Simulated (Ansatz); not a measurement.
# CH4AlNTe: rigid scan of one bond length from a Python script

How does the energy of CH4AlNTe change as one bond is stretched? Aim: a rigid scan of one bond length, for CH4AlNTe, run from a script. SMILES: [NH2][Al]1[CH2][Te]1.

Program: Ansatz 0.2.0 through its Python package. Level of theory: MP2/def2-SVP. These are calculated values, not measurements.

### 1 The structure

Bond lengths: N1–Al2 1.849 Å, Al2–C3 1.932 Å, Al2–Te4 2.660 Å, C3–Te4 2.059 Å, N1–H5 1.070 Å, N1–H6 1.049 Å, C3–H7 1.164 Å, C3–H8 1.102 Å. Angles: N1–Al2–C3 146.3°, N1–Al2–Te4 150.6°, C3–Al2–Te4 50.3°, Al2–N1–H5 109.5°, Al2–N1–H6 111.8°, H5–N1–H6 105.9°, Al2–C3–Te4 83.5°, Al2–C3–H7 114.9°, Al2–C3–H8 116.6°, Te4–C3–H7 111.9°, Te4–C3–H8 117.9°, H7–C3–H8 110.0°, Al2–Te4–C3 46.2°.

No structure file is read: the coordinates are typed or built in the script.

### 2 The code

scan_ch4alnte.py

```python
import ansatz as az
import numpy as np


def main() -> None:
    geometry_ang = [
        ("N", (-1.1457, 1.6903, -0.3561)),
        ("Al", (-0.2198, 0.0966, -0.5013)),
        ("C", (0.8163, -1.2503, 0.417)),
        ("Te", (-0.1882, -2.5427, -0.8321)),
        ("H", (-0.7592, 2.3942, -1.0634)),
        ("H", (-1.0168, 2.1313, 0.5871)),
        ("H", (1.958, -1.2294, 0.1915)),
        ("H", (0.6476, -1.3471, 1.5014)),
    ]
    mol = az.Crystal.molecule()
    for symbol, xyz in geometry_ang:
        mol = mol.atom(symbol, xyz)

    symbols = [site.symbol for site in mol.cartesian_sites]
    start = np.array([site.position_ang for site in mol.cartesian_sites])
    axis = (start[0] - start[1]) / np.linalg.norm(start[0] - start[1])
    moving = [0, 4, 5]
    lengths, energies = [1.57, 1.7, 1.85, 2.03, 2.31, 2.77, 3.33, 4.07], []
    for length in lengths:
        xyz = start.copy()
        xyz[moving] += (length - np.linalg.norm(start[0] - start[1])) * axis
        point = az.Crystal.molecule()
        for symbol, xyz in zip(symbols, xyz):
            point = point.atom(symbol, xyz.tolist())
        calculation = point.calculation().basis(gaussian="def2-SVP").correlation("mp2")
        report = calculation.run().report
        energies.append(report["free_energy_ev"])
        print(f"r = {length:6.3f} A  E = {energies[-1]:.5f} eV  <S^2> = {abs(report['mean_field']['state']['spin_squared']):.3f}")

    print("energy above the lowest point (eV):", [round(e - min(energies), 3) for e in energies])


if __name__ == "__main__":
    main()
```

### 3 The input behind the calls

The package turns the script's settings into the engine's input (first run):

```yaml
crystal:
  periodic: [false, false, false]
  atoms:
    - { symbol: "N", position_ang: [-1.0060517052896372, 1.449931183410838, -0.37799970017490514] }
    - { symbol: Al, position_ang: [-0.2198, 0.0966, -0.5013] }
    - { symbol: C, position_ang: [0.8163, -1.2503, 0.417] }
    - { symbol: Te, position_ang: [-0.1882, -2.5427, -0.8321] }
    - { symbol: H, position_ang: [-0.6195517052896372, 2.153831183410838, -1.085299700174905] }
    - { symbol: H, position_ang: [-0.8771517052896372, 1.890931183410838, 0.5652002998250948] }
    - { symbol: H, position_ang: [1.958, -1.2294, 0.1915] }
    - { symbol: H, position_ang: [0.6476, -1.3471, 1.5014] }
basis:
  gaussian:
    orbitals: def2-SVP
correlation:
  method: mp2
```

### 4 Launch

Run with:

```bash
python scan_ch4alnte.py
```

The program printed:

```text
r =  1.570 A  E = -16431.70023 eV  <S^2> = 0.000
r =  1.700 A  E = -16432.47653 eV  <S^2> = 0.000
r =  1.850 A  E = -16432.59932 eV  <S^2> = 0.000
r =  2.030 A  E = -16432.20612 eV  <S^2> = 0.000
r =  2.310 A  E = -16431.19060 eV  <S^2> = 0.000
r =  2.770 A  E = -16429.61098 eV  <S^2> = 0.000
r =  3.330 A  E = -16428.46089 eV  <S^2> = 0.000
r =  4.070 A  E = -16428.03570 eV  <S^2> = 0.000
energy above the lowest point (eV): [0.899, 0.123, 0.0, 0.393, 1.409, 2.988, 4.138, 4.564]
```

It took 24 s on 1 thread of Arm Neoverse V1, shared host; peak memory 0.3 GiB.

### 5 What changed from run to run

The engine's inputs for some of the other runs:

Run 2, against run 1:

```diff
@@ -4 +4 @@
-    - { symbol: "N", position_ang: [-1.0060517052896372, 1.449931183410838, -0.37799970017490514] }
+    - { symbol: "N", position_ang: [-1.0711553496766772, 1.5619904533747926, -0.367790121208496] }
@@ -8,2 +8,2 @@
-    - { symbol: H, position_ang: [-0.6195517052896372, 2.153831183410838, -1.085299700174905] }
-    - { symbol: H, position_ang: [-0.8771517052896372, 1.890931183410838, 0.5652002998250948] }
+    - { symbol: H, position_ang: [-0.6846553496766772, 2.2658904533747926, -1.075090121208496] }
+    - { symbol: H, position_ang: [-0.9422553496766771, 2.0029904533747924, 0.575409878791504] }
```

Run 6, against run 1:

```diff
@@ -4 +4 @@
-    - { symbol: "N", position_ang: [-1.0060517052896372, 1.449931183410838, -0.37799970017490514] }
+    - { symbol: "N", position_ang: [-1.6070084227084682, 2.4843244446165738, -0.2837574327926671] }
@@ -8,2 +8,2 @@
-    - { symbol: H, position_ang: [-0.6195517052896372, 2.153831183410838, -1.085299700174905] }
-    - { symbol: H, position_ang: [-0.8771517052896372, 1.890931183410838, 0.5652002998250948] }
+    - { symbol: H, position_ang: [-1.2205084227084682, 3.1882244446165737, -0.991057432792667] }
+    - { symbol: H, position_ang: [-1.4781084227084682, 2.9253244446165736, 0.6594425672073329] }
```

Run 7, against run 1:

```diff
@@ -4 +4 @@
-    - { symbol: "N", position_ang: [-1.0060517052896372, 1.449931183410838, -0.37799970017490514] }
+    - { symbol: "N", position_ang: [-1.887454890837256, 2.967041299845917, -0.23977770801428933] }
@@ -8,2 +8,2 @@
-    - { symbol: H, position_ang: [-0.6195517052896372, 2.153831183410838, -1.085299700174905] }
-    - { symbol: H, position_ang: [-0.8771517052896372, 1.890931183410838, 0.5652002998250948] }
+    - { symbol: H, position_ang: [-1.500954890837256, 3.6709412998459174, -0.9470777080142893] }
+    - { symbol: H, position_ang: [-1.7585548908372561, 3.4080412998459173, 0.7034222919857106] }
```

Lines on the test bed's own set-up are left out of the output.

### 6 What each run gave

The 8 runs, in the order started:

```tsv
run	distance (Å)	energy from run 3 (eV)	iterations in all	CPU time (s)
1	1.57	0.8991	15	1.8
2	1.70	0.1228	15	1.8
3	1.85	0.0000	15	1.8
4	2.03	0.3932	18	2
5	2.31	1.4087	24	2.1
6	2.77	2.9883	34	4
7	3.33	4.1384	62	5
8	4.07	4.5636	60	5.2
```

### 7 What came out

| quantity | value |
| --- | --- |
| runs compared | 8 |
| range of energy | 4.564 eV |
| lowest point, distance (Å) | 1.85 |

What this shows: The curve has its lowest point inside the range, at 1.85. The ends stand 0.899 and 4.56 eV above it. The distance scanned is the script's pair 1, 0. What to keep in mind:
- The rest of the molecule is held rigid at a force-field or estimated start geometry, and the basis set is modest; single-reference methods fail as a bond breaks.
- def2 sets replace the cores of elements past krypton by effective core potentials.
- The orbitals are restricted, so S² is zero by construction.
- Toward dissociation an unrestricted state lies under the restricted one, by 1 to 2 eV or more.
